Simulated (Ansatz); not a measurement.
**CH₄F₂SSi: a ladder of functionals and wavefunction methods**

The task here is to estimate one member of a computed series from the others.

Program: Ansatz 0.2.0, Gaussian basis. Level of theory: functionals in def2-TZVPP, the program's frozen cores in correlated methods. These are calculated values, not measurements.

Levels to be run: PBE-D4, r2SCAN-D4, PBE0-D4, B3LYP-D4, ωB97X-V, ωB97M-V, B2PLYP; CCSD(T)/def2-TZVPP; MP2/def2-QZVPP; extrapolation to the limit.

### The geometry

The geometry comes from an earlier relaxation with PBE0-D4 in a triple-zeta def2 set; it is a stationary point, not always the lowest conformer.

SMILES `F[SiH2]C(F)S`, 9 atoms, charge 0, spin multiplicity 1.

Atoms are counted from 1 here; the program's logs count them from 0.

Bond lengths: F1–Si2 1.596 Å, Si2–C3 1.891 Å, Si2–H6 1.482 Å, Si2–H7 1.480 Å, C3–F4 1.395 Å, C3–S5 1.785 Å, C3–H8 1.095 Å, S5–H9 1.345 Å. Angles: F1–Si2–C3 108.6°, F1–Si2–H6 109.1°, F1–Si2–H7 108.2°, C3–Si2–H6 108.4°, C3–Si2–H7 110.6°, H6–Si2–H7 112.0°, Si2–C3–F4 107.5°, Si2–C3–S5 112.7°, Si2–C3–H8 111.7°, F4–C3–S5 112.5°, F4–C3–H8 107.5°, S5–C3–H8 104.8°, C3–S5–H9 97.3°.

Set-up of the first run:

The input, in.yaml:

```yaml
crystal:
  periodic: [false, false, false]
  atoms:
    - {symbol: F, position_ang: [-0.518525, -0.707448, 1.975584]}
    - {symbol: Si, position_ang: [0.251971, 0.301465, 1.008554]}
    - {symbol: C, position_ang: [0.337674, -0.465646, -0.717572]}
    - {symbol: F, position_ang: [1.202341, 0.318273, -1.481292]}
    - {symbol: S, position_ang: [-1.269329, -0.645254, -1.473398]}
    - {symbol: H, position_ang: [-0.513958, 1.567147, 0.919482]}
    - {symbol: H, position_ang: [1.612907, 0.513782, 1.551225]}
    - {symbol: H, position_ang: [0.748970, -1.479987, -0.690122]}
    - {symbol: H, position_ang: [-1.763752, 0.551367, -1.109360]}
basis:
  gaussian: {orbitals: def2-TZVPP}
hamiltonian: {xc: pbe, dispersion: d4}
output: {forces: true, orbitals: {seedname: orbitals}}
```

Started as:

```console
> ansatz run in.yaml --threads 4 --pin off --events-out ev --progress --plain --max-ram 10444MiB
```

Among the steps run: PBE-D4 (GGA); r2SCAN-D4 (meta-GGA); PBE0-D4 (hybrid); B3LYP-D4 (hybrid); ωB97X-V (range-separated); ωB97M-V (range-separated); B2PLYP (double hybrid); CCSD(T) in def2-TZVPP; MP2 in def2-QZVPP.

One table of the session follows, with a row left open; its other results are not shown here.

```
            method  atomisation energy (kcal/mol)
            PBE-D4                          758.9
         r2SCAN-D4                          747.8
           PBE0-D4                              ?
          B3LYP-D4                          741.8
           ωB97X-V                          750.2
           ωB97M-V                          749.1
            B2PLYP                          734.8
     HF/def2-TZVPP                          533.4
    MP2/def2-TZVPP                          741.0
   CCSD/def2-TZVPP                          711.9
CCSD(T)/def2-TZVPP                          724.2
           MP2/CBS                          764.2
       CCSD(T)/CBS                          747.4
```

Estimate the missing values for PBE0-D4.

As computed: atomisation energy (kcal/mol): 741.6. In the column «atomisation energy (kcal/mol)» it lies between MP2/def2-TZVPP (741.0) and B3LYP-D4 (741.8).
